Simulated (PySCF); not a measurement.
The system is F2, in a box.

```
F
1.0
    11.00000    0.00000    0.00000
     0.00000   10.00000    0.00000
     0.00000    0.00000   10.00000
F
2
Cartesian
  4.9291 5.2334 4.7390
  6.0969 4.8086 5.3290
```

Program: PySCF 2.14.0. Alike in all runs: task atomic charges; potentials or basis 6-31g* (all-electron); no spin polarisation; cell as given; k mesh 1 × 1 × 1; smearing fixed.

Order these runs on this cell by their band gap on the k mesh, lowest first.
A. level LDA; three-centre integrals read from an earlier run's file
B. level B3PW91+D3(BJ); three-centre integrals read from an earlier run's file; three-body dispersion term no; exxdiv ewald
C. level TASK; three-centre integrals read from an earlier run's file
D. level PBE

A (3.91 eV), D (4.14 eV), C (5.28 eV), B (7.60 eV).

Caveats: this is a molecule in a periodic box at the Γ point, so its band gap is the HOMO-LUMO gap; the basis of atomic orbitals isn't converged, which shifts pressures, moduli and gaps.

